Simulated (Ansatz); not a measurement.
# Cl₂F₂MoS: a ladder of functionals and wavefunction methods

One table from this session's results is given with a row withheld; the runs are named, their logs left out.

Program: Ansatz 0.2.0, Gaussian basis. Level of theory: functionals in def2-TZVPP, the program's frozen cores in correlated methods. These are calculated values, not measurements.

Levels to be run: LDA (SPW92), PBE-D4, revPBE-D4, BLYP-D4, r2SCAN-D4, B97M-V, PBE0-D4, B3LYP-D4, r2SCANh-D4, r2SCAN0-D4, HSE06-D4, BHLYP-D4, CAM-B3LYP-D4, LC-ωPBE, ωB97X-V, ωB97M-V, B2PLYP, PBE-QIDH; CCSD(T)/def2-SVP; CCSD(T)/def2-TZVPP; MP2/def2-QZVPP; extrapolation to the limit; RPA on PBE.

1 further run of the same task is left out (for a known fault of the program).

### Structure used throughout

The geometry comes from an earlier relaxation with PBE0-D4 in a triple-zeta def2 set; it is a stationary point. Mo takes the def2 core potential; no spin-orbit term is included.

SMILES `[F][Mo]([F])(=[S])([Cl])[Cl]`, 6 atoms, charge 0, spin multiplicity 1.

Atoms are counted from 1 here; the program's logs count them from 0.

Bond lengths: F1–Mo2 1.844 Å, Mo2–F3 1.844 Å, Mo2–S4 2.058 Å, Mo2–Cl5 2.263 Å, Mo2–Cl6 2.263 Å. Angles: F1–Mo2–F3 83.4°, F1–Mo2–S4 106.1°, F1–Mo2–Cl5 149.6°, F1–Mo2–Cl6 85.9°, F3–Mo2–S4 106.1°, F3–Mo2–Cl5 85.9°, F3–Mo2–Cl6 149.6°, S4–Mo2–Cl5 104.1°, S4–Mo2–Cl6 104.1°, Cl5–Mo2–Cl6 89.2°.

Set-up of the first run:

in.yaml

```yaml
crystal:
  periodic: [false, false, false]
  atoms:
    - {symbol: F, position_ang: [-0.100793, -1.064923, 1.565572]}
    - {symbol: Mo, position_ang: [0.017648, -0.076567, 0.013408]}
    - {symbol: F, position_ang: [1.615008, -0.976026, -0.185359]}
    - {symbol: S, position_ang: [-1.294518, -0.940184, -1.316298]}
    - {symbol: Cl, position_ang: [0.992674, 1.586434, -1.172747]}
    - {symbol: Cl, position_ang: [-1.230030, 1.471256, 1.095424]}
basis:
  gaussian: {orbitals: def2-TZVPP}
hamiltonian: {xc: lda}
output: {orbitals: {seedname: orbitals}}
```

The run is started by

```console
ansatz run in.yaml --threads 4 --pin off --events-out ev --progress --plain --max-ram 10444MiB
```

Among the steps run: LDA; PBE-D4 (GGA); revPBE-D4 (GGA); BLYP-D4 (GGA); r2SCAN-D4 (meta-GGA); B97M-V (meta-GGA); B3LYP-D4 (hybrid); r2SCANh-D4 (hybrid); r2SCAN0-D4 (hybrid); HSE06-D4 (hybrid); BHLYP-D4 (hybrid); CAM-B3LYP-D4 (range-separated); LC-ωPBE (range-separated); ωB97X-V (range-separated); ωB97M-V (range-separated); B2PLYP (double hybrid); PBE-QIDH (double hybrid).

One table of the session follows, with a row left open; its other results are not shown here.

```
  functional  HOMO (eV)  LUMO (eV)  gap (eV)
 LDA (SPW92)      -7.99      -5.69      2.30
      PBE-D4      -7.82      -5.47      2.35
   revPBE-D4      -7.76      -5.39      2.37
     BLYP-D4      -7.65      -5.34      2.30
   r2SCAN-D4      -8.18      -5.57      2.61
      B97M-V      -8.25      -5.56      2.69
     PBE0-D4      -9.12      -4.86      4.27
    B3LYP-D4      -8.86      -5.03      3.83
  r2SCANh-D4      -8.65      -5.31      3.34
  r2SCAN0-D4      -9.36      -4.89      4.47
    HSE06-D4      -8.73      -5.23      3.50
    BHLYP-D4          ?          ?         ?
CAM-B3LYP-D4     -10.37      -3.80      6.57
     LC-ωPBE     -11.70      -2.74      8.96
     ωB97X-V     -11.35      -2.78      8.58
     ωB97M-V     -11.19      -2.73      8.45
```

Estimate the missing values for BHLYP-D4.

Worked estimate for «HOMO (eV)». Against the share of exact exchange, BLYP-D4 (0, -7.65), B3LYP-D4 (0.2, -8.86) give a slope of -6.05 per unit share; at 0.5 the line stands at -10.67.

As computed: HOMO (eV): -10.26; LUMO (eV): -3.99; gap (eV): 6.27. In «HOMO (eV)» the line misses by -0.41.
